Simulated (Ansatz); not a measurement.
The system is YbPd2.

```
Yb Pd
1.0
    -1.92664    1.92664    4.34228
     1.92664   -1.92664    4.34228
     1.92664    1.92664   -4.34228
Yb Pd
1 2
Direct
  0.00000 0.00000 0.00000
  0.25000 0.75000 0.50000
  0.75000 0.25000 0.50000
```

The cell comes from a database or a generator and needn't be the stable form of this composition.

* Program: Ansatz 0.2.0
* Task: single point
* Functional: PBE
* Potentials or basis: Ansatz PAW
* Cutoff: 420 eV (not typed: the program's choice for these potentials)
* k mesh: 10 × 10 × 10
* Occupations: fermi-dirac, width 0.05 eV
* Spin: collinear spin, ferromagnetic start
* Starting moments: [1.0, 0.0, 0.0] μB

On this cell: pressure 1.9 GPa; largest force under 0.003 eV/Å; net moment 0.28 μB per cell; site moments Yb +0.27; Pd +0.01 μB; band gap on the k mesh none (metal or under the smearing width).

The same run follows on a disturbed copy (atoms moved at random, drawn with an rms of 0.05 Å):

```
Yb Pd
1.0
    -1.92664    1.92664    4.34228
     1.92664   -1.92664    4.34228
     1.92664    1.92664   -4.34228
Yb Pd
1 2
Direct
  0.00171 0.02153 0.02528
  0.23344 0.72945 0.47042
  0.76261 0.25765 0.52113
```

Problem. What does the disturbed cell give?

Solution. The energy (extrapolated to zero smearing) moves by +25.3 meV/atom; pressure 2.6 GPa; largest force 1.022 eV/Å; net moment 0.27 μB per cell; site moments Yb +0.26; Pd +0.01 μB; band gap on the k mesh none (metal or under the smearing width).

Forces on the atoms (eV/Å):
```
Yb  -0.287 -0.016 -0.111
Pd   0.774  0.653  0.133
Pd  -0.487 -0.637 -0.021
```

Stress tensor (GPa, compression positive):
```
 2.59  0.90  1.01
 0.90  2.16 -1.08
 1.01 -1.08  3.06
```

Caveats: spin-orbit coupling is left out, which moves the levels of the heavy elements; without U or exact exchange the open f shell lies at the Fermi level, which spoils levels, moments and volumes.
